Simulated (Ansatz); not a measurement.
# ClFH2SeSi, SMILES F[SiH](Cl)[SeH]: energies of removing a hydrogen

With Ansatz 0.2.0, Python API.

The cells in order, each with its output:

**Cell 1**
```python
import ansatz


def energy_of(molecule, charge=0, unpaired=0):
    calc = molecule.calculation().basis(gaussian="def2-TZVP").functional("r2scan")
    if charge:
        calc = calc.charge(charge)
    if unpaired:
        calc = calc.spin("collinear", total=unpaired)
    return calc.run(threads=1, pin="off").report["free_energy_ev"]

def without(molecule, index):
    rest = ansatz.Crystal.molecule()
    for i, site in enumerate(molecule.cartesian_sites):
        if i != index:
            rest = rest.atom(site.symbol, site.position_ang)
    return rest
```

**Cell 2**
```python
geometry = (
    ansatz.Crystal.molecule()
    .atom("F", [0.6824, -1.7844, 1.0678])
    .atom("Si", [0.3528, -0.4181, 0.0487])
    .atom("Cl", [-0.3947, -1.0807, -1.8144])
    .atom("Se", [-1.1123, 0.9717, 1.0081])
    .atom("H", [1.6152, 0.3147, -0.1671])
    .atom("H", [-1.1013, 1.9329, -0.1893])
)
```

**Cell 3**
```python
whole = energy_of(geometry, 0)
hydrogen = energy_of(ansatz.Crystal.molecule().atom("H", (0, 0, 0)), 0, 1)
print(f"E(molecule) = {whole:.5f} eV, E(H) = {hydrogen:.5f} eV")
for index in [4, 5]:
    radical = energy_of(without(geometry, index), 0, 1)
    print(f"H{index}: homolysis {96.485332 * (radical + hydrogen - whole):.1f} kJ/mol")
    anion = energy_of(without(geometry, index), -1)
    print(f"H{index}: loss of a proton {96.485332 * (anion - whole):.1f} kJ/mol")
```
Output:
```text
E(molecule) = -88501.90721 eV, E(H) = -13.60370 eV
H4: homolysis 370.6 kJ/mol
H4: loss of a proton 1548.0 kJ/mol
H5: homolysis 334.7 kJ/mol
H5: loss of a proton 1332.9 kJ/mol
```

Caveats:
- Total energies depend on the basis set; only differences at equal settings carry meaning.
- The geometry is a force-field or estimated start, not a minimum of this method, and the basis set is short of its limit. All parts are taken at fixed geometry, without zero-point energy.
- The spin-orbit lowering of heavy atoms is left out.
- Anions want diffuse functions, which this basis lacks.
- The whole script took 110 s on 1 thread of Arm Neoverse V2, with other jobs on the host, peak memory 0.45 GiB.

(Lines on the test bed's own set-up are left out of the output.)
